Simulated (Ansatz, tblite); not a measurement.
# B4As5 zinc blende ring disc (B₄As₅H₁₆+): a ladder of methods and basis sets

One table from this session's results is given with a row withheld; the runs are named, their logs left out.

Program: Ansatz 0.2.0, Gaussian basis. Level of theory: as each input shows. These are calculated values, not measurements.

The runs, in order: GFN1-xTB, GFN2-xTB, PBE-D4/def2-TZVP, r2SCAN-D4/def2-TZVP, PBE-D4/def2-SVP, PBE0-D4/def2-SVP, HF/STO-3G, HF/6-31G, B3LYP-D4/6-31G, MP2/def2-SVP.

4 further runs of the same task are left out: 3 that didn't finish, 1 set aside as unsound or not needed. Runs told in other sessions of the task aren't counted.

**The geometry**

The geometry is that of the singlet, from an earlier relaxation (r2SCAN-D4/def2-SVP).

25 atoms, charge 1, spin multiplicity 1.

Bond lengths: B1–As5 2.065 Å, B1–As6 2.065 Å, B1–As7 2.063 Å, B1–H10 1.208 Å, B2–As6 2.053 Å, B2–As8 2.053 Å, B2–H11 1.213 Å, B2–H12 1.209 Å, B3–As5 2.053 Å, B3–As9 2.053 Å, B3–H13 1.209 Å, B3–H14 1.213 Å, B4–As7 2.063 Å, B4–As8 2.065 Å, B4–As9 2.065 Å, B4–H15 1.208 Å, As5–H16 1.504 Å, As5–H17 1.507 Å and more. Angles: As5–B1–As6 110.7°, As5–B1–As7 106.4°, As5–B1–H10 111.0°, As6–B1–As7 106.4°, As6–B1–H10 111.0°, As7–B1–H10 111.2°, As6–B2–As8 108.5°, As6–B2–H11 106.0°, As6–B2–H12 109.9°, As8–B2–H11 106.0°, As8–B2–H12 109.9°, H11–B2–H12 116.1°, As5–B3–As9 108.5°, As5–B3–H13 109.9°, As5–B3–H14 106.0°, As9–B3–H13 109.9°, As9–B3–H14 106.0°, H13–B3–H14 116.1° and more.

Coordinates:

```xyz
25
As5B4H16
B    -1.2231   -1.2260    0.9408
B     1.4713   -1.4654   -1.3687
B    -1.4689    1.4639   -1.3720
B     1.2217    1.2269    0.9415
As   -2.3797    0.0194   -0.2320
As    0.0265   -2.3790   -0.2312
As   -0.0011    0.0005    2.0618
As    2.3798   -0.0189   -0.2295
As   -0.0269    2.3791   -0.2324
H    -1.9145   -1.9195    1.6485
H     0.8812   -0.8764   -2.2492
H     2.2884   -2.2801   -1.7286
H    -2.2852    2.2779   -1.7353
H    -0.8767    0.8732   -2.2500
H     1.9123    1.9208    1.6496
H    -3.2366   -0.8515   -1.1088
H    -3.4258    0.5839    0.6937
H    -0.8415   -3.2369   -1.1100
H     0.5914   -3.4249    0.6946
H     0.8205   -0.8186    3.0219
H    -0.8230    0.8194    3.0217
H     3.4259   -0.5814    0.6975
H     3.2365    0.8518   -1.1067
H    -0.5943    3.4244    0.6925
H     0.8419    3.2377   -1.1097
```

The ion is computed in the gas phase, without counter-ions or solvent.

PBE0-D4/def2-TZVP was run before; its log isn't repeated, and its numbers join the tables.

The first run:

Tight binding, by tblite at 300 K electronic temperature and without a spin-polarisation term:

```python
tblite.interface.Calculator('GFN1-xTB', numbers, positions, charge=1, uhf=0).singlepoint()
```

Tight binding, by tblite at 300 K electronic temperature and without a spin-polarisation term:

```python
tblite.interface.Calculator('GFN2-xTB', numbers, positions, charge=1, uhf=0).singlepoint()
```

start.molden holds the orbitals of an earlier run on this state, given as this run's starting guess.

Input file in.yaml:

```yaml
crystal:
  periodic: [false, false, false]
  atoms:
    - {symbol: B, position_ang: [-1.223093, -1.225972, 0.940770]}
    - {symbol: B, position_ang: [1.471266, -1.465450, -1.368705]}
    - {symbol: B, position_ang: [-1.468890, 1.463857, -1.371961]}
    - {symbol: B, position_ang: [1.221679, 1.226856, 0.941474]}
    - {symbol: As, position_ang: [-2.379721, 0.019433, -0.232005]}
    - {symbol: As, position_ang: [0.026523, -2.379033, -0.231216]}
    - {symbol: As, position_ang: [-0.001072, 0.000485, 2.061793]}
    - {symbol: As, position_ang: [2.379804, -0.018935, -0.229491]}
    - {symbol: As, position_ang: [-0.026878, 2.379070, -0.232392]}
    - {symbol: H, position_ang: [-1.914494, -1.919495, 1.648482]}
    - {symbol: H, position_ang: [0.881235, -0.876404, -2.249205]}
    - {symbol: H, position_ang: [2.288444, -2.280111, -1.728602]}
    - {symbol: H, position_ang: [-2.285194, 2.277880, -1.735256]}
    - {symbol: H, position_ang: [-0.876732, 0.873177, -2.249963]}
    - {symbol: H, position_ang: [1.912267, 1.920790, 1.649579]}
    - {symbol: H, position_ang: [-3.236621, -0.851512, -1.108772]}
    - {symbol: H, position_ang: [-3.425849, 0.583892, 0.693731]}
    - {symbol: H, position_ang: [-0.841489, -3.236877, -1.109979]}
    - {symbol: H, position_ang: [0.591391, -3.424853, 0.694579]}
    - {symbol: H, position_ang: [0.820468, -0.818586, 3.021926]}
    - {symbol: H, position_ang: [-0.823008, 0.819390, 3.021718]}
    - {symbol: H, position_ang: [3.425905, -0.581419, 0.697455]}
    - {symbol: H, position_ang: [3.236469, 0.851786, -1.106716]}
    - {symbol: H, position_ang: [-0.594258, 3.424392, 0.692453]}
    - {symbol: H, position_ang: [0.841857, 3.237651, -1.109714]}
basis:
  gaussian: {orbitals: def2-TZVP, initial_orbitals: start.molden}
total_charge: 1
hamiltonian: {xc: pbe, dispersion: d4}
scf: {omitted_lower_state_checks: [starts]}
output: {forces: true, orbitals: {seedname: orbitals}}
```

Started as:

```
> ansatz run in.yaml --threads 4 --pin off --events-out ev --progress --plain --max-ram 6963MiB
```

Steps of the session up to this table: PBE-D4/def2-TZVP; r2SCAN-D4/def2-TZVP; PBE-D4/def2-SVP; PBE0-D4/def2-SVP; HF/STO-3G; HF/6-31G; B3LYP-D4/6-31G; MP2/def2-SVP.

One table of the session follows, with a row left open; its other results are not shown here.

```
              level  HOMO (eV)  gap (eV)
          HF/STO-3G     -12.82     17.96
           HF/6-31G          ?         ?
    PBE-D4/def2-SVP     -10.51      5.26
   PBE-D4/def2-TZVP     -10.54      5.25
r2SCAN-D4/def2-TZVP     -10.79      5.69
     B3LYP-D4/6-31G     -11.43      7.14
   PBE0-D4/def2-SVP     -11.68      7.21
  PBE0-D4/def2-TZVP     -11.67      7.18
```

Q: Estimate the row for HF/6-31G from the others.

As computed: HOMO (eV): -14.31; gap (eV): 13.36. In the column «HOMO (eV)» it is the lowest.
